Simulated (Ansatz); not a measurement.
# CuAu3: the cost of one run

Method: DFT LDA, scalar-relativistic, in Ansatz 0.2.0.

## 1. The system as given

Symmetry: Pm-3m, No. 221, cubic system. Conventional cell: a = 3.980 Å, b = 3.980 Å, c = 3.980 Å, α = 90.00°, β = 90.00°, γ = 90.00°. Around Cu (site symmetry m-3m) lie 12 Au at 2.81 Å. Au (site symmetry 4/mmm) has 4 Cu at 2.81 Å and 8 Au at 2.81 Å in its first shell of neighbours.

Structure file:

```xyz
4
Lattice="3.9800 0.0000 0.0000 0.0000 3.9800 0.0000 0.0000 0.0000 3.9800" Properties=species:S:1:pos:R:3 pbc="T T T"
Cu    0.0000    0.0000    0.0000
Au    0.0000    1.9900    1.9900
Au    1.9900    0.0000    1.9900
Au    1.9900    1.9900    0.0000
```

Atoms are numbered in the order of the input: Cu1, Au2, Au3, Au4.

## 2. Volume × 0.94, LAPW

File input.yaml:

```yaml
crystal:
  lattice:
    - [3.8987527127, 0.0, 0.0]
    - [0.0, 3.8987527127, 0.0]
    - [0.0, 0.0, 3.8987527127]
  atoms:
    - { symbol: Cu, position: [0.0, 0.0, 0.0] }
    - { symbol: Au, position: [0.0, 0.5, 0.5] }
    - { symbol: Au, position: [0.5, 0.0, 0.5] }
    - { symbol: Au, position: [0.5, 0.5, 0.0] }
kpoints:
  mp_grid: { grid: [9, 9, 9] }
  band_path:
    path:
      - [0.0, 0.0, 0.0]
      - [0.0, 0.5, 0.0]
      - [0.5, 0.5, 0.0]
      - [0.0, 0.0, 0.0]
      - [0.5, 0.5, 0.5]
      - [0.0, 0.5, 0.0]
      - [0.5, 0.5, 0.5]
      - [0.5, 0.5, 0.0]
    npoints: 5
scf:
  occupations: { method: fermi_dirac, width: 0.05 }
hamiltonian:
  xc: lda
  pseudopotentials: { kind: all_electron, lapw: { basis_error: 0.001 } }
output:
  forces: true
  stress: true
  eigenvalues: true
```

Run with:

```
ansatz run input.yaml --threads 1 --pin off --max-ram 4096MiB --backend cpu --events-out ev --progress --plain --runs-dir out
```

Q: Estimate wall time and peak memory on 1 thread of Intel Xeon Platinum 8488C (Sapphire Rapids), shared host.

About 83 s, with a peak of 0.73 GiB.
